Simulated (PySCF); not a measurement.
# RuBr₂⁺: doublet, from a linear start

The task is one start of a wider search on RuBr₂⁺: the doublet, from a linear start. It is relaxed, tested by its Hessian and followed downhill if it is a saddle.

Computed with PySCF 2.14.0. Level: PBE0, basis Ru def2-SVP with ECP28, Br def2-SVP, scalar-relativistic core potentials, no spin–orbit coupling, density fitting.

## (1) Starting geometry

3 atoms, charge 1, spin multiplicity 2.

Bond lengths: Ru1–Br2 2.342 Å, Ru1–Br3 2.342 Å. Angles: Br2–Ru1–Br3 180.0°.

```xyz
3
charge 1 multiplicity 2
Ru    0.0000    0.0000    0.0000
Br    0.0000    0.0000    2.3422
Br    0.0000    0.0000   -2.3422
```

## (2) Finding the electronic state

The steps below are one call of a driver around PySCF. For each, scf.py gives the equivalent set-up of the SCF; relaxations use the driver's own optimiser. After this first run the driver tries any further starts and a stability analysis.

Input file scf.py:

```python
from pyscf import gto, scf, dft
mol = gto.M(atom='''
Ru     0.000000     0.000000     0.000000
Br     0.000000     0.000000     2.342200
Br     0.000000     0.000000    -2.342200''',
    basis={'Ru': 'def2-SVP', 'Br': 'def2-SVP'},
    ecp={'Ru': 'def2-SVP'},
    charge=1, spin=1)
mf = dft.UKS(mol, xc='PBE0')
mf.grids.atom_grid = (50, 194)
aux = {'Ru': 'def2-universal-JKFIT', 'Br': 'def2-universal-JKFIT'}
mf = mf.density_fit(auxbasis=aux)
mf.conv_tol = 1e-08
mf.diis_space = 10
mf.max_cycle = 60
mf.init_guess = 'minao'
mf.verbose = 4
mf.kernel()
```

Started as:

```console
> OMP_NUM_THREADS=2 python axn.py task.json out
```

After this run come: Relaxation: linear start, doublet; Is it a minimum? Harmonic modes.

What does the calculation give? Wanted: minimum; geometry; wavenumbers; dipole moment; highest occupied, lowest empty level; polar-tensor charge of Ru1; zero-point energy; ⟨S²⟩.

**Answer**, as computed:

```
                                          quantity                                value
                                           minimum      broken-symmetry (Ms = 1/2), D∞h
                                          geometry  Ru–Br 2.346 Å (×2); Br–Ru–Br 180.0°
                                wavenumbers (cm⁻¹)        50 (πu), 232 (σg+), 354 (σu+)
                    dipole moment (centre of mass)                               0.00 D
highest occupied, lowest empty level (either spin)                    -13.58, -11.23 eV
                        polar-tensor charge of Ru1                              +1.06 e
                                 zero-point energy                           4.1 kJ/mol
                               entropy at 298.15 K                      316.4 J/(mol K)
                                              ⟨S²⟩                                2.768
```

**Reading.** The molecule stays D∞h, as typed, and the end point is a minimum. The determinant is spin-contaminated (⟨S²⟩ = 2.77 against 0.75), so it is no pure spin state. In the infrared the band at 354 cm⁻¹ (σu+, stretch) leads. The first SCF alone would have been 68 kJ/mol too high. Only this shape and spin were tried, so other structures or states may lie lower. One determinant may miss the lowest occupation of an open d or f shell.
